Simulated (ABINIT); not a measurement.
# Ge3Pd (Pm-3m) in ABINIT: reference runs

Reference runs on Ge3Pd: the cell as given.

Everything below comes from runs of ABINIT 10.8.3 (patched build). Logs are shortened: lines on timing, memory, paths and dates and some standing lists are left out, and cuts for length are marked. The log counts tension as positive stress, the text compression.

## (1) Starting point

Symmetry: Pm-3m, No. 221, cubic system. The conventional cell has a = 4.142 Å, b = 4.142 Å, c = 4.142 Å, α = 90.00°, β = 90.00°, γ = 90.00°. Around Pd (site symmetry m-3m) lie 12 Ge at 2.93 Å. Ge (site symmetry 4/mmm) has 4 Pd at 2.93 Å and 8 Ge at 2.93 Å as nearest neighbours.

The cell comes from a database or a generator and needn't be the stable form of this composition.

## (2) Single point, PBEsol

run.abi reads:

```
# Pseudopotentials
pp_dirpath "./"
pseudos "Pd.upf, Ge.upf"

# Structure
acell 7.8272890719 7.8272890719 7.8272890719
rprim
     1.0000000000     0.0000000000     0.0000000000
     0.0000000000     1.0000000000     0.0000000000
     0.0000000000     0.0000000000     1.0000000000
ntypat 2
znucl 46 32
natom 4
typat 1 2 2 2
xred
     0.0000000000     0.0000000000     0.0000000000
     0.5000000000     0.5000000000     0.0000000000
     0.5000000000     0.0000000000     0.5000000000
     0.0000000000     0.5000000000     0.5000000000

# Plane-wave basis
ecut 1115.666836 eV

# k points
kptopt 1
ngkpt 7 7 7
nshiftk 1
shiftk 0.0 0.0 0.0

# Exchange and correlation
ixc -116133

# Bands and occupations
nband 36
occopt 3
tsmear 0.00183747

# SCF cycle
nstep 100
tolvrs 1.0e-10

# Output
iomode 3
prtwf 0
prtden 0
prteig 0
prtebands 0
```

Potentials or basis: PseudoDojo NC SR PBEsol v0.4.1 standard.

Run with:

```console
abinit run.abi > log 2>&1
```

run.abo:

```text
.Version 10.8.3 of ABINIT
 Symmetries : space group Pm -3 m (#221); Bravais cP (primitive cubic)
================================================================================
 Values of the parameters that define the memory need of the present run
     intxc =       0    ionmov =       0      iscf =       7    lmnmax =       6
     lnmax =       6     mgfft =      48  mpssoang =       3    mqgrid =    3001
     natom =       4  nloc_mem =       1    nspden =       1   nspinor =       1
    nsppol =       1      nsym =      48    n1xccc =    2501    ntypat =       2
    occopt =       3   xclevel =       2
       mpw =        6036          nfft =      110592          nkpt =          20
================================================================================
================================================================================

--------------------------------------------------------------------------------
------------- Echo of variables that govern the present computation ------------
--------------------------------------------------------------------------------
 -outvars: echo values of preprocessed input variables --------
            acell      7.8272890719E+00  7.8272890719E+00  7.8272890719E+00 Bohr
              amu      1.06420000E+02  7.26100000E+01
             ecut      4.10000000E+01 Hartree
              ixc     -116133
         kptrlatt        7    0    0      0    7    0      0    0    7
          kptrlen      5.47910235E+01
            natom           4
            nband          36
            ngfft          48      48      48
             nkpt          20
            nstep         100
             nsym          48
           ntypat           2
           occopt           3
           prtden           0
        prtebands           0
           prteig           0
            prtwf           0
          spgroup         221
           tolvrs      1.00000000E-10
           tsmear      1.83747000E-03 Hartree
            typat      1  2  2  2
           xangst      0.0000000000E+00  0.0000000000E+00  0.0000000000E+00
                       2.0710114986E+00  2.0710114986E+00  0.0000000000E+00
                       2.0710114986E+00  0.0000000000E+00  2.0710114986E+00
                       0.0000000000E+00  2.0710114986E+00  2.0710114986E+00
            xcart      0.0000000000E+00  0.0000000000E+00  0.0000000000E+00
                       3.9136445360E+00  3.9136445360E+00  0.0000000000E+00
                       3.9136445360E+00  0.0000000000E+00  3.9136445360E+00
                       0.0000000000E+00  3.9136445360E+00  3.9136445360E+00
             xred      0.0000000000E+00  0.0000000000E+00  0.0000000000E+00
                       5.0000000000E-01  5.0000000000E-01  0.0000000000E+00
                       5.0000000000E-01  0.0000000000E+00  5.0000000000E-01
                       0.0000000000E+00  5.0000000000E-01  5.0000000000E-01
            znucl       46.00000   32.00000

================================================================================

 chkinp: Checking input parameters for consistency.

================================================================================
== DATASET  1 ==================================================================

--- !DatasetInfo
iteration_state: {dtset: 1, }
dimensions: {natom: 4, nkpt: 20, mband: 36, nsppol: 1, nspinor: 1, nspden: 1, mpw: 6036, }
cutoff_energies: {ecut:  41.0, pawecutdg:  -1.0, }
electrons: {nelect:   6.00000000E+01, charge:   0.00000000E+00, occopt:   3.00000000E+00, tsmear:   1.83747000E-03, }
meta: {optdriver: 0, ionmov: 0, optcell: 0, iscf: 7, paral_kgb: 0, }
...

 Real(R)+Recip(G) space primitive vectors, cartesian coordinates (Bohr,Bohr^-1):
 R(1)=  7.8272891  0.0000000  0.0000000  G(1)=  0.1277582  0.0000000  0.0000000
 R(2)=  0.0000000  7.8272891  0.0000000  G(2)=  0.0000000  0.1277582  0.0000000
 R(3)=  0.0000000  0.0000000  7.8272891  G(3)=  0.0000000  0.0000000  0.1277582
 Unit cell volume ucvol=  4.7955025E+02 bohr^3
 Angles (23,13,12)=  9.00000000E+01  9.00000000E+01  9.00000000E+01 degrees

 getcut: wavevector=  0.0000  0.0000  0.0000  ngfft=  48  48  48
         ecut(hartree)=     41.000   => boxcut(ratio)=   2.12752

--- Pseudopotential description ------------------------------------------------
- pspini: atom type   1  psp file is ./Pd.upf
12 -116133 2 -1 1238                          pspcod,pspxc,lmax,lloc,mmax
     nproj     2     2     2

- pspini: atom type   2  psp file is ./Ge.upf
12 -116133 2 -1 1560                          pspcod,pspxc,lmax,lloc,mmax
     nproj     2     2     2

   7.12650888E+03                                ecore*ucvol(ha*bohr**3)
--------------------------------------------------------------------------------

================================================================================

--- !BeginCycle
iteration_state: {dtset: 1, }
solver: {iscf: 7, nstep: 100, nline: 4, wfoptalg: 0, }
tolerances: {tolvrs: 1.00E-10, }
...

     iter   Etot(hartree)      deltaE(h)  residm     vres2
 ETOT  1  -397.58844676960    -3.976E+02 6.475E-01 1.421E+04
 ETOT  2  -399.28699096285    -1.699E+00 1.126E-01 2.479E+04
 ETOT  3  -401.95295539144    -2.666E+00 2.275E-02 4.189E+03
 ETOT  4  -402.27232116432    -3.194E-01 1.730E-02 1.476E+03
 ETOT  5  -402.42353173139    -1.512E-01 8.126E-03 2.801E+02
 ETOT  6  -402.45582746020    -3.230E-02 1.907E-03 3.079E+01
 ETOT  7  -402.45990284475    -4.075E-03 3.863E-04 9.038E-01
 ETOT  8  -402.45992625033    -2.341E-05 1.282E-04 7.697E-01
 ETOT  9  -402.46003024114    -1.040E-04 1.009E-03 6.118E-05
 ETOT 10  -402.46003007682     1.643E-07 2.661E-04 1.441E-03
 ETOT 11  -402.46003027235    -1.955E-07 1.616E-03 2.433E-06
 ETOT 12  -402.46003027247    -1.147E-10 2.516E-04 1.953E-06
 ETOT 13  -402.46003027276    -2.956E-10 1.275E-03 5.536E-09
 ETOT 14  -402.46003027275     9.322E-12 1.157E-04 2.404E-12

 At SCF step   14       vres2   =  2.40E-12 < tolvrs=  1.00E-10 =>converged.

 Cartesian components of stress tensor (hartree/bohr^3)
  sigma(1 1)=  1.60293962E-04  sigma(3 2)=  0.00000000E+00
  sigma(2 2)=  1.60293962E-04  sigma(3 1)=  0.00000000E+00
  sigma(3 3)=  1.60293962E-04  sigma(2 1)=  0.00000000E+00

--- !ResultsGS
iteration_state: {dtset: 1, }
comment   : Summary of ground state results
lattice_vectors:
- [  7.8272891,   0.0000000,   0.0000000, ]
- [  0.0000000,   7.8272891,   0.0000000, ]
- [  0.0000000,   0.0000000,   7.8272891, ]
lattice_lengths: [   7.82729,    7.82729,    7.82729, ]
lattice_angles: [ 90.000,  90.000,  90.000, ] # degrees, (23, 13, 12)
lattice_volume:   4.7955025E+02
convergence: {deltae:  9.322E-12, res2:  2.404E-12, residm:  1.157E-04, diffor: null, }
etotal    :  -4.02460030E+02
entropy   :   0.00000000E+00
fermie    :   2.61030047E-01
cartesian_stress_tensor: # hartree/bohr^3
- [  1.60293962E-04,   0.00000000E+00,   0.00000000E+00, ]
- [  0.00000000E+00,   1.60293962E-04,   0.00000000E+00, ]
- [  0.00000000E+00,   0.00000000E+00,   1.60293962E-04, ]
pressure_GPa:  -4.7160E+00
xred      :
- [  0.0000E+00,   0.0000E+00,   0.0000E+00, Pd]
- [  5.0000E-01,   5.0000E-01,   0.0000E+00, Ge]
- [  5.0000E-01,   0.0000E+00,   5.0000E-01, Ge]
- [  0.0000E+00,   5.0000E-01,   5.0000E-01, Ge]
cartesian_forces: # hartree/bohr
- [ -0.00000000E+00,  -0.00000000E+00,  -0.00000000E+00, ]
- [ -0.00000000E+00,  -0.00000000E+00,  -0.00000000E+00, ]
- [ -0.00000000E+00,  -0.00000000E+00,  -0.00000000E+00, ]
- [ -0.00000000E+00,  -0.00000000E+00,  -0.00000000E+00, ]
force_length_stats: {min:   0.00000000E+00, max:   0.00000000E+00, mean:   0.00000000E+00, }
...

 Integrated electronic density in atomic spheres:
 ------------------------------------------------
 Atom  Sphere_radius  Integrated_density
    1        2.00000         15.30820638
    2        2.00000         11.46898021
    3        2.00000         11.46898021
    4        2.00000         11.46898021
================================================================================

 ----iterations are completed or convergence reached----

 Mean square residual over all n,k,spin=   16.281E-08; max=  11.569E-05
 reduced coordinates (array xred) for    4 atoms
       0.000000000000      0.000000000000      0.000000000000
       0.500000000000      0.500000000000      0.000000000000
       0.500000000000      0.000000000000      0.500000000000
       0.000000000000      0.500000000000      0.500000000000
 rms dE/dt=  0.0000E+00; max dE/dt=  0.0000E+00; dE/dt below (all hartree)
    1       0.000000000000      0.000000000000      0.000000000000
    2       0.000000000000      0.000000000000      0.000000000000
    3       0.000000000000      0.000000000000      0.000000000000
    4       0.000000000000      0.000000000000      0.000000000000

 cartesian coordinates (angstrom) at end:
    1      0.00000000000000     0.00000000000000     0.00000000000000
    2      2.07101149859479     2.07101149859479     0.00000000000000
    3      2.07101149859479     0.00000000000000     2.07101149859479
    4      0.00000000000000     2.07101149859479     2.07101149859479

 cartesian forces (hartree/bohr) at end:
    1     -0.00000000000000    -0.00000000000000    -0.00000000000000
    2     -0.00000000000000    -0.00000000000000    -0.00000000000000
    3     -0.00000000000000    -0.00000000000000    -0.00000000000000
    4     -0.00000000000000    -0.00000000000000    -0.00000000000000
 frms,max,avg= 0.0000000E+00 0.0000000E+00   0.000E+00  0.000E+00  0.000E+00 h/b

 cartesian forces (eV/Angstrom) at end:
    1     -0.00000000000000    -0.00000000000000    -0.00000000000000
    2     -0.00000000000000    -0.00000000000000    -0.00000000000000
    3     -0.00000000000000    -0.00000000000000    -0.00000000000000
    4     -0.00000000000000    -0.00000000000000    -0.00000000000000
 frms,max,avg= 0.0000000E+00 0.0000000E+00   0.000E+00  0.000E+00  0.000E+00 e/A
 length scales=  7.827289071900  7.827289071900  7.827289071900 bohr
              =  4.142022997190  4.142022997190  4.142022997190 angstroms
 Fermi (or HOMO) energy (hartree) =   0.26103   Average Vxc (hartree)=  -0.44457
 Eigenvalues (hartree) for nkpt=  20  k points:
 kpt#   1, nband= 36, wtk=  0.00292, kpt=  0.0000  0.0000  0.0000 (reduced coord)
  -2.83215   -1.57475   -1.57475   -1.57475   -0.64899   -0.64899   -0.64899   -0.64862
  -0.64662   -0.64662   -0.64493   -0.64493   -0.64493   -0.64449   -0.64449   -0.64298
  -0.64271   -0.64271   -0.64271   -0.20465    0.04175    0.04175    0.13311    0.13311
   0.13311    0.16370    0.16370    0.16370    0.20372    0.20372    0.29090    0.37108
   0.37108    0.37108    0.46717    0.46717
      occupation numbers for kpt#   1
   2.00000    2.00000    2.00000    2.00000    2.00000    2.00000    2.00000    2.00000
   2.00000    2.00000    2.00000    2.00000    2.00000    2.00000    2.00000    2.00000
   2.00000    2.00000    2.00000    2.00000    2.00000    2.00000    2.00000    2.00000
   2.00000    2.00000    2.00000    2.00000    2.00000    2.00000    0.00000    0.00000
   0.00000    0.00000    0.00000    0.00000
 prteigrs : prtvol=0 or 1, do not print more k-points.

--- !EnergyTerms
iteration_state     : {dtset: 1, }
comment             : Components of total free energy in Hartree
kinetic             :  2.46684267759725E+02
hartree             :  9.54406187485892E+01
xc                  : -8.52510995733200E+01
Ewald energy        : -2.65317477093602E+02
psp_core            :  1.48608178529427E+01
local_psp           : -2.68207988015149E+02
non_local_psp       : -1.40668523851743E+02
internal            : -4.02459384172558E+02
'-kT*entropy'       : -6.46100194318253E-04
total_energy        : -4.02460030272753E+02
total_energy_eV     : -1.09514953323211E+04
band_energy         : -3.22053612663261E+01
...

 Cartesian components of stress tensor (hartree/bohr^3)
  sigma(1 1)=  1.60293962E-04  sigma(3 2)=  0.00000000E+00
  sigma(2 2)=  1.60293962E-04  sigma(3 1)=  0.00000000E+00
  sigma(3 3)=  1.60293962E-04  sigma(2 1)=  0.00000000E+00

-Cartesian components of stress tensor (GPa)         [Pressure= -4.7160E+00 GPa]
- sigma(1 1)=  4.71601118E+00  sigma(3 2)=  0.00000000E+00
- sigma(2 2)=  4.71601118E+00  sigma(3 1)=  0.00000000E+00
- sigma(3 3)=  4.71601118E+00  sigma(2 1)=  0.00000000E+00

== END DATASET(S) ==============================================================
================================================================================

 -outvars: echo values of variables after computation  --------
            acell      7.8272890719E+00  7.8272890719E+00  7.8272890719E+00 Bohr
           etotal     -4.0246003027E+02
            fcart     -0.0000000000E+00 -0.0000000000E+00 -0.0000000000E+00
                      -0.0000000000E+00 -0.0000000000E+00 -0.0000000000E+00
                      -0.0000000000E+00 -0.0000000000E+00 -0.0000000000E+00
                      -0.0000000000E+00 -0.0000000000E+00 -0.0000000000E+00
           strten      1.6029396189E-04  1.6029396189E-04  1.6029396189E-04
                       0.0000000000E+00  0.0000000000E+00  0.0000000000E+00
           xangst      0.0000000000E+00  0.0000000000E+00  0.0000000000E+00
                       2.0710114986E+00  2.0710114986E+00  0.0000000000E+00
                       2.0710114986E+00  0.0000000000E+00  2.0710114986E+00
                       0.0000000000E+00  2.0710114986E+00  2.0710114986E+00
             xred      0.0000000000E+00  0.0000000000E+00  0.0000000000E+00
                       5.0000000000E-01  5.0000000000E-01  0.0000000000E+00
                       5.0000000000E-01  0.0000000000E+00  5.0000000000E-01
                       0.0000000000E+00  5.0000000000E-01  5.0000000000E-01
 Calculation completed.
```

It took 3.4 min on 1 thread of Arm Neoverse V1, shared host; peak memory 0.14 GiB.

Results:

| Property | Result |
| --- | --- |
| Free energy | -10951.4953 eV |
| Pressure | -4.7 GPa |
| Band gap on the k mesh | none (metal or under the smearing width) |
| Valence electrons inside the program's atomic spheres | Pd 15.31; Ge 11.47 |
